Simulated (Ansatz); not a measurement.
**CH₅FGeSe: one species, many methods**

The task here is to estimate one member of a computed series from the others.

Method: functionals in def2-TZVPP, the program's frozen cores in correlated methods; program: Ansatz 0.2.0, Gaussian basis.

Levels to be run: LDA (SPW92), PBE-D4, revPBE-D4, BLYP-D4, r2SCAN-D4, B97M-V, PBE0-D4, B3LYP-D4, r2SCANh-D4, r2SCAN0-D4, HSE06-D4, BHLYP-D4, CAM-B3LYP-D4, LC-ωPBE, ωB97X-V, ωB97M-V, B2PLYP, PBE-QIDH; CCSD(T)/def2-SVP; CCSD(T)/def2-TZVPP; MP2/def2-QZVPP; extrapolation to the limit; RPA on PBE.

## The relaxed structure

An earlier PBE0-D4 in a triple-zeta def2 set relaxation fixed the geometry.

9 atoms, charge 0, spin multiplicity 1.

Atoms are counted from 1 here; the program's logs count them from 0.

Bond lengths: C1–Se2 1.958 Å, C1–H5 1.089 Å, C1–H6 1.088 Å, C1–H7 1.087 Å, Se2–Ge3 2.320 Å, Ge3–F4 1.746 Å, Ge3–H8 1.532 Å, Ge3–H9 1.536 Å. Angles: Se2–C1–H5 106.1°, Se2–C1–H6 110.4°, Se2–C1–H7 110.1°, H5–C1–H6 109.5°, H5–C1–H7 109.7°, H6–C1–H7 110.9°, C1–Se2–Ge3 96.8°, Se2–Ge3–F4 109.5°, Se2–Ge3–H8 109.6°, Se2–Ge3–H9 111.6°, F4–Ge3–H8 106.6°, F4–Ge3–H9 104.1°, H8–Ge3–H9 115.1°.

The first run:

in.yaml reads:

```yaml
crystal:
  periodic: [false, false, false]
  atoms:
    - {symbol: C, position_ang: [-0.096687, 1.316093, -0.949559]}
    - {symbol: Se, position_ang: [1.393673, 0.127156, -0.502250]}
    - {symbol: Ge, position_ang: [0.222536, -1.245171, 0.956206]}
    - {symbol: F, position_ang: [-0.902318, -2.230649, 0.054707]}
    - {symbol: H, position_ang: [0.317140, 2.089652, -1.594039]}
    - {symbol: H, position_ang: [-0.501459, 1.771571, -0.048088]}
    - {symbol: H, position_ang: [-0.866071, 0.765443, -1.485217]}
    - {symbol: H, position_ang: [1.192394, -2.209549, 1.647118]}
    - {symbol: H, position_ang: [-0.670606, -0.430847, 1.904022]}
basis:
  gaussian: {orbitals: def2-TZVPP}
hamiltonian: {xc: lda}
output: {orbitals: {seedname: orbitals}}
```

Steps of the session up to this table: LDA; PBE-D4 (GGA); revPBE-D4 (GGA); BLYP-D4 (GGA); r2SCAN-D4 (meta-GGA); B97M-V (meta-GGA); PBE0-D4 (hybrid); B3LYP-D4 (hybrid); r2SCANh-D4 (hybrid); r2SCAN0-D4 (hybrid); HSE06-D4 (hybrid); BHLYP-D4 (hybrid); CAM-B3LYP-D4 (range-separated); LC-ωPBE-D4 (range-separated; the results give it without D4); ωB97X-V (range-separated); ωB97M-V (range-separated); B2PLYP (double hybrid); PBE-QIDH (double hybrid).

One table of the session follows, with a row left open; its other results are not shown here.

It belongs to the step «Frontier levels by functional». 

| functional | HOMO (eV) | gap (eV) |
| --- | --- | --- |
| LDA (SPW92) | ? | ? |
| PBE-D4 | -5.82 | 4.57 |
| revPBE-D4 | -5.76 | 4.61 |
| BLYP-D4 | -5.66 | 4.47 |
| r2SCAN-D4 | -6.08 | 5.10 |
| B97M-V | -6.17 | 5.14 |
| PBE0-D4 | -6.96 | 6.61 |
| B3LYP-D4 | -6.73 | 6.10 |
| r2SCANh-D4 | -6.50 | 5.84 |
| r2SCAN0-D4 | -7.14 | 6.95 |
| HSE06-D4 | -6.57 | 5.84 |
| BHLYP-D4 | -7.97 | 8.50 |
| CAM-B3LYP-D4 | -8.25 | 8.88 |
| LC-ωPBE | -9.60 | 11.45 |
| ωB97X-V | -9.26 | 10.97 |
| ωB97M-V | -9.13 | 10.62 |

Estimate the missing values for LDA (SPW92).

The run gave: HOMO (eV): -5.95; gap (eV): 4.47. In the column «HOMO (eV)» it lies between r2SCAN-D4 (-6.08) and PBE-D4 (-5.82).
